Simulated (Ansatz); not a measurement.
# C5H15FN2SeTi: how energies converge with the basis set

Aim: see how fast density functionals converge with the basis set for C5H15FN2SeTi.

The runs use Ansatz 0.2.0, Gaussian basis; one geometry, several basis sets.

The runs, in order: PBE0-D4/def2-SVP; ωB97M-V/def2-SVP; PBE0-D4/def2-QZVPP; ωB97M-V/def2-QZVPP; the functionals' def2-TZVPP values are taken from earlier runs.

## Step 1: Structure used throughout

An earlier PBE0-D4 in a triple-zeta def2 set relaxation fixed the geometry.

SMILES `C[Se][Ti]([F])([N](C)C)[N](C)C`, 25 atoms, charge 0, spin multiplicity 1.

Atoms are counted from 1 here; the program's logs count them from 0.

Bond lengths: C1–Se2 1.965 Å, C1–H11 1.088 Å, C1–H12 1.089 Å, C1–H13 1.089 Å, Se2–Ti3 2.443 Å, Ti3–F4 1.783 Å, Ti3–N5 1.863 Å, Ti3–N8 1.870 Å, N5–C6 1.446 Å, N5–C7 1.438 Å, C6–H14 1.098 Å, C6–H15 1.094 Å, C6–H16 1.098 Å, C7–H17 1.099 Å, C7–H18 1.091 Å, C7–H19 1.098 Å, N8–C9 1.442 Å, N8–C10 1.443 Å and more. Angles: Se2–C1–H11 110.2°, Se2–C1–H12 110.2°, Se2–C1–H13 107.4°, H11–C1–H12 110.2°, H11–C1–H13 109.4°, H12–C1–H13 109.5°, C1–Se2–Ti3 97.6°, Se2–Ti3–F4 112.1°, Se2–Ti3–N5 99.9°, Se2–Ti3–N8 107.1°, F4–Ti3–N5 114.0°, F4–Ti3–N8 111.1°, N5–Ti3–N8 112.0°, Ti3–N5–C6 115.9°, Ti3–N5–C7 130.5°, C6–N5–C7 113.5°, N5–C6–H14 111.2°, N5–C6–H15 110.9° and more.

## Step 2: PBE0-D4 in def2-SVP

The input, in.yaml:

```yaml
crystal:
  periodic: [false, false, false]
  atoms:
    - {symbol: C, position_ang: [-1.124218, -2.262522, -2.328642]}
    - {symbol: Se, position_ang: [-0.347501, -0.459529, -2.419637]}
    - {symbol: Ti, position_ang: [-0.732028, 0.174727, -0.092260]}
    - {symbol: F, position_ang: [-2.462536, 0.132230, 0.336912]}
    - {symbol: N, position_ang: [0.004536, 1.885972, -0.101138]}
    - {symbol: C, position_ang: [-0.861314, 2.943784, -0.572130]}
    - {symbol: C, position_ang: [1.320522, 2.339031, 0.259675]}
    - {symbol: N, position_ang: [0.255526, -1.006439, 0.969071]}
    - {symbol: C, position_ang: [1.637335, -1.332036, 0.718372]}
    - {symbol: C, position_ang: [-0.307136, -1.714565, 2.094003]}
    - {symbol: H, position_ang: [-2.181949, -2.204019, -2.079453]}
    - {symbol: H, position_ang: [-0.596480, -2.861375, -1.588526]}
    - {symbol: H, position_ang: [-1.009391, -2.716592, -3.311635]}
    - {symbol: H, position_ang: [-1.000566, 3.715314, 0.196585]}
    - {symbol: H, position_ang: [-1.848088, 2.552121, -0.836185]}
    - {symbol: H, position_ang: [-0.445303, 3.423031, -1.467622]}
    - {symbol: H, position_ang: [1.274340, 3.087918, 1.062094]}
    - {symbol: H, position_ang: [1.934017, 1.508018, 0.609828]}
    - {symbol: H, position_ang: [1.827226, 2.801539, -0.597928]}
    - {symbol: H, position_ang: [1.764708, -2.412546, 0.564062]}
    - {symbol: H, position_ang: [2.277146, -1.038876, 1.562660]}
    - {symbol: H, position_ang: [1.996213, -0.828949, -0.181751]}
    - {symbol: H, position_ang: [-1.357962, -1.451612, 2.231684]}
    - {symbol: H, position_ang: [-0.244635, -2.801895, 1.949312]}
    - {symbol: H, position_ang: [0.227537, -1.472720, 3.022630]}
basis:
  gaussian: {orbitals: def2-SVP}
hamiltonian: {xc: pbe0, dispersion: d4}
output: {orbitals: {seedname: orbitals}}
```

The run is started by

```bash
$ ansatz run in.yaml --threads 11 --pin off --events-out ev --progress --plain --max-ram 166912MiB --backend cpu
```

After this run come: ωB97M-V in def2-SVP; PBE0-D4 in def2-QZVPP; ωB97M-V in def2-QZVPP.

Q: Predict the results of all the runs planned. Wanted: PBE0-D4: double and triple zeta above quadruple; ωB97M-V: double and triple zeta above quadruple.

As calculated:

| quantity | value |
| --- | --- |
| PBE0-D4: double and triple zeta above quadruple | 26.06, 2.43 eV |
| ωB97M-V: double and triple zeta above quadruple | 26.50, 2.34 eV |

In words: For PBE0-D4 the step from double to triple zeta gains 23.63 eV and the next only 2.43 eV. These are total energies; as a rule much of such shifts cancels in differences, which this series doesn't test.
